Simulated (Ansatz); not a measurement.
MgTl, space group Pm-3m, an optical spectrum

With the Ansatz DFT code, driven from Python.

`POSCAR_mgtl`
```text
MgTl
1.0
   3.62800000    0.00000000    0.00000000
   0.00000000    3.62800000    0.00000000
   0.00000000    0.00000000    3.62800000
Mg Tl
1 1
Direct
   0.00000000    0.00000000    0.00000000
   0.50000000    0.50000000    0.50000000
```

Run as a notebook:

```python
import ansatz as az
from ase.io import read
import matplotlib.pyplot as plt
import numpy as np
```

```python
XC = 'lda'
KSPACING = 0.29
FILLING = 'cold'
SMEARING_WIDTH = 5.0
MAX_SCF = 90
```

```python
atoms = read('POSCAR_mgtl', format='vasp')
cell = az.Crystal.from_ase(atoms)
```

```python
setup = (
    cell.calculation()
    .functional(XC)
    .basis(35 * az.Ry)
    .kpoints(spacing=KSPACING)
    .occupations(FILLING, width=SMEARING_WIDTH)
    .scf(max_iterations=MAX_SCF)
    .optics(energy_step=0.05, nscf_kmesh=(8, 8, 8), broadening_width=0.2, drude_damping=0.05)
)
result = setup.run()
spectra = result.optics()
energy, filling = np.asarray(spectra.photon_energy_ev), spectra.band_filling
gapped = filling.kind == 'insulating'
eps1 = np.asarray(filling.eps1 if gapped else filling.eps1_interband)[:3].mean(axis=0)
eps2 = np.asarray(filling.eps2 if gapped else filling.eps2_interband)[:3].mean(axis=0)
print('filling:', filling.kind, '- valid up to', round(spectra.valid_up_to_ev, 2), 'eV,', spectra.n_bands, 'bands')
top = min(8, spectra.valid_up_to_ev)
# mean of xx, yy and zz; between bands only where the bands are partly filled
shown = energy <= top
plt.figure(figsize=(4.8, 3.2))
plt.plot(energy[shown], eps1[shown], label='eps1')
plt.plot(energy[shown], eps2[shown], label='eps2')
plt.xlabel('photon energy (eV)')
plt.legend()
plt.tight_layout()
plt.savefig('optics.png', dpi=100)
peak = int(np.argmax(np.where(shown & (energy > 0.3), eps2, 0)))
print(f'strongest absorption at {energy[peak]:.2f} eV, eps2 = {eps2[peak]:.2f}')
if gapped:
    print('eps_inf, bands beyond those summed included:', np.round(filling.eps_inf[:3], 3))
print('f-sum electrons:', np.round(filling.get('f_sum_n_eff'), 3))
```

    RunWarning: output.optics found no split into filled and empty bands, so it gives no eps_inf: at k=0 band 4 holds 2.081 electrons, where an insulator holds 2 in each band up to the highest filled one and none above it (bands and k-points counted from 0, the [...]
    filling: partly_filled - valid up to 10.4 eV, 27 bands
    strongest absorption at 0.45 eV, eps2 = 52.30
    f-sum electrons: [10.77 10.77 10.77]

Reading the output:
- The input holds a mistake (the smearing width is far too large), so what it prints is no property of MgTl.
- For a metal this k-point mesh is coarse: on a finer one energies can move by several to tens of meV an atom and pressures by half a GPa or more, differences at one mesh by less.
- Spin-orbit coupling, which matters for elements this heavy, is left out.
- The structure is a deposited one; some such entries were measured under pressure or heat, so a shift against it needn't be the functional's error alone.
- Warnings are shown shortened and without file and line.
- Independent-particle spectra on Kohn-Sham bands hold no excitons, and semilocal gaps are too small.
- The whole script took 70 s on 1 thread of Intel(R) Xeon(R) 6975P-C (Granite Rapids), with other jobs on the host, peak memory 0.73 GiB.

(Lines on the test bed's own set-up are left out of the output.)
